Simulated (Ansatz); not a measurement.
**LaAs: a single-point run**

Aim: a sound single-point run of LaAs. The structure is shown as the input types it. The cell is built on a prototype (zincblende) and needn't be the phase found in nature.

Program: Ansatz 0.2.0. Level of theory: density functional or hybrid calculation with the settings of its input, plane waves (as first typed). These are calculated values, not measurements.

3 further runs of the same task are left out: 1 for a known fault of the program, 1 that didn't finish, 1 set aside as unsound or not needed.

### Step 1. The structure to begin with

The structure is cubic, space group F-43m (No. 216). Conventional cell: a = 6.800 Å, b = 6.800 Å, c = 6.800 Å, α = 90.00°, β = 90.00°, γ = 90.00°. La (site symmetry -43m) is surrounded by 4 As at 2.94 Å. As (site symmetry -43m) has 4 La at 2.94 Å as nearest neighbours.

As a file:

```xyz
2
Lattice="0.0000 3.4001 3.4001 3.4001 0.0000 3.4001 3.4001 3.4001 0.0000" Properties=species:S:1:pos:R:3 pbc="T T T"
La    0.0000    0.0000    0.0000
As    1.7001    1.7001    1.7001
```

### Step 2. Running it

Input file input.yaml:

```yaml
crystal:
  lattice:
    - [0.0, 3.4001315601, 3.4001315601]
    - [3.4001315601, 0.0, 3.4001315601]
    - [3.4001315601, 3.4001315601, 0.0]
  atoms:
    - { symbol: La, position: [0.0, 0.0, 0.0] }
    - { symbol: As, position: [0.25, 0.25, 0.25] }
kpoints:
  mp_grid: { grid: [4, 4, 4] }
hamiltonian:
  xc: r2scan
scf:
  occupations: { method: fixed }
  n_extra_bands: 4
  max_iter: 68
output:
  forces: true
  stress: true
  eigenvalues: true
basis:
  ecutrho_ratio: 1
```

Run with:

```bash
ansatz run input.yaml --threads 4 --pin off --max-ram 3686MiB --backend cpu --events-out ev --progress --plain --runs-dir out
```

What happens when this is run?

The program finished normally, with warnings (cutoff below recommended). Its log warns: «basis.ecutrho_ratio = 1 (ecutrho = 500 eV) is below the records' recommended 2000 eV»

The suspect setting: basis.ecutrho_ratio is 1. The density cutoff must be at least four times the energy cutoff of the waves.

To check: delete basis.ecutrho_ratio (the default then holds).
